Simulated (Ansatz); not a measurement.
# ZrTi3C4: the cost of one run

Program: Ansatz 0.2.0. Level of theory: DFT PBE, scalar-relativistic, plane waves, PAW. These are calculated values, not measurements.

## Step 1: The structure to begin with

Symmetry: I4/mmm, No. 139, tetragonal system. Conventional cell: a = 4.449 Å, b = 4.449 Å, c = 8.858 Å, α = 90.00°, β = 90.00°, γ = 90.00°. Zr (site symmetry 4/mmm) is surrounded by 6 C at 2.22 to 2.27 Å. Ti (site symmetry 4/mmm) has 6 C at 2.16 to 2.22 Å in its first shell of neighbours. Ti (site symmetry -4m2) is surrounded by 6 C at 2.21 to 2.22 Å. C (site symmetry 4mm) has 5 Ti at 2.16 to 2.22 Å and 1 Zr at 2.27 Å in its first shell of neighbours. Around C (site symmetry mmm) lie 4 Ti at 2.21 to 2.22 Å and 2 Zr at 2.22 Å.

Coordinates:

```xyz
8
Lattice="-2.2243 2.2243 4.4291 2.2243 -2.2243 4.4291 2.2243 2.2243 -4.4291" Properties=species:S:1:pos:R:3 pbc="T T T"
Zr    0.0000    0.0000    4.4291
Ti    0.0000    0.0000    0.0000
Ti    0.0000    2.2243    2.2146
Ti    2.2243    0.0000    2.2146
C     0.0000    0.0000    2.1609
C     2.2243    0.0000    0.0000
C     0.0000    0.0000    6.6973
C     0.0000    2.2243    0.0000
```

It is the end of an earlier relaxation with the same method, from a generated guess; it needn't be the stable form of this composition. At a tolerance of 0.05 Å it has space group I4/mmm (No. 139); it has 10.96 Å³/atom, an uncorrected energy of -0.77 eV/atom over the elements.

## Step 2: Static run: bands, density of states and charges

Contents of input.yaml:

```yaml
crystal:
  lattice:
    - [-2.2242579, 2.2242579, 4.4291169]
    - [2.2242579, -2.2242579, 4.4291169]
    - [2.2242579, 2.2242579, -4.4291169]
  atoms:
    - { symbol: Zr, position: [0.5, 0.5, 0.0] }
    - { symbol: Ti, position: [0.0, 0.0, 0.0] }
    - { symbol: Ti, position: [0.75, 0.25, 0.5] }
    - { symbol: Ti, position: [0.25, 0.75, 0.5] }
    - { symbol: C, position: [0.243942, 0.243942, 0.0] }
    - { symbol: C, position: [0.0, 0.5, 0.5] }
    - { symbol: C, position: [0.756058, 0.756058, 0.0] }
    - { symbol: C, position: [0.5, 0.0, 0.5] }
basis:
  ecutwfc: 420
kpoints:
  mp_grid: { grid: [12, 12, 12] }
  band_path:
    path:
      - [[0.0, 0.0, 0.0], [0.0, 0.0, 0.5], [0.25, 0.25, 0.25], [0.0, 0.5, 0.0], [0.0, 0.0, 0.0], [0.5, 0.5, -0.5], [0.31304868, 0.68695132, -0.31304868]]
      - [[-0.31304868, 0.31304868, 0.31304868], [0.0, 0.0, 0.0]]
      - [[0.0, 0.0, 0.5], [-0.12609736, 0.12609736, 0.5]]
      - [[0.5, 0.5, -0.12609736], [0.5, 0.5, -0.5]]
    npoints: 14
hamiltonian:
  xc: pbe
scf:
  occupations: { method: gaussian, width: 0.1 }
  n_extra_bands: 20
output:
  forces: true
  stress: true
  eigenvalues: true
  populations: true
  dos: { projected: true, de: 0.02, nscf_kmesh: { grid: [15, 15, 15] } }
  bader: true
  write_density: true
  write_potential: true
  elf: true
  volumetric_format: npy
```

On the command line:

```sh
$ ansatz run input.yaml --threads 4 --pin off --max-ram 8192MiB --backend cpu --events-out ev --progress --plain --runs-dir out
```

**Question.** How long does this run take on 4 threads of Intel Xeon 6975P-C (Granite Rapids), shared host, and how much memory does it need?

About 24 s, with a peak of 1.2 GiB.
